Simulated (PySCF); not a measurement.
# C3H8Cl3NTi (Ti(NMeEt)Cl3): the cost of one run

Computed with PySCF 2.14.0, with density-fitted response routines of our own, on a single molecule in the gas phase. Atoms are numbered from 0 throughout.

### Step 1. The starting structure

16 atoms, charge 0, multiplicity 1; geometry from: GFN2-xTB. The atoms were then displaced at random by about 0.03 Å, so the start is not that level's minimum.

Bonds of the start (Å): Ti0–N1 1.80, Ti0–Cl13 2.03, Ti0–Cl14 2.21, Ti0–Cl15 2.07, N1–C2 1.43, N1–C3 1.43, C2–H5 1.09, C2–H6 1.19, C2–H7 1.13, C3–C4 1.47, C3–H8 1.18, C3–H9 1.19, C4–H10 1.12, C4–H11 1.04, C4–H12 1.06.

### Step 2. Relaxing the molecule at PBE0-D3(BJ)/def2-SVP

What the job is given:

```
{"job": {"xc": "PBE0", "basis": "def2-SVP", "d3": "d3bj", "grid": 1, "maxiter": 40, "shake": 0.03, "kind": "geom"}, "charge": 0, "multiplicity": 1}
Ti    -0.126970     0.264620    -1.734520
N     -0.505840     0.499530     0.009040
C     -0.004150     1.650510     0.694210
C     -0.551830    -0.673580     0.817150
C      0.555200    -1.628800     0.635590
H     -0.635700     1.995500     1.513150
H      1.061110     1.411530     1.170320
H      0.234260     2.505000    -0.001180
H     -0.777180    -0.387400     1.942080
H     -1.568100    -1.218820     0.531550
H      0.430600    -2.494410     1.328420
H      0.662710    -1.929390    -0.358150
H      1.392060    -1.050800     0.917030
Cl     1.875600     0.326570    -2.077050
Cl    -0.967090     2.045720    -2.746480
Cl    -1.109020    -1.349720    -2.574740
```

Launch:

```console
> OMP_NUM_THREADS=1 python probes_run.py task.json out
```

This one command runs all jobs of the session in turn.

Q: Estimate the wall time and peak memory of this first job on 1 thread of AMD EPYC, shared host.

About 16 min, with a peak of 0.85 GiB.
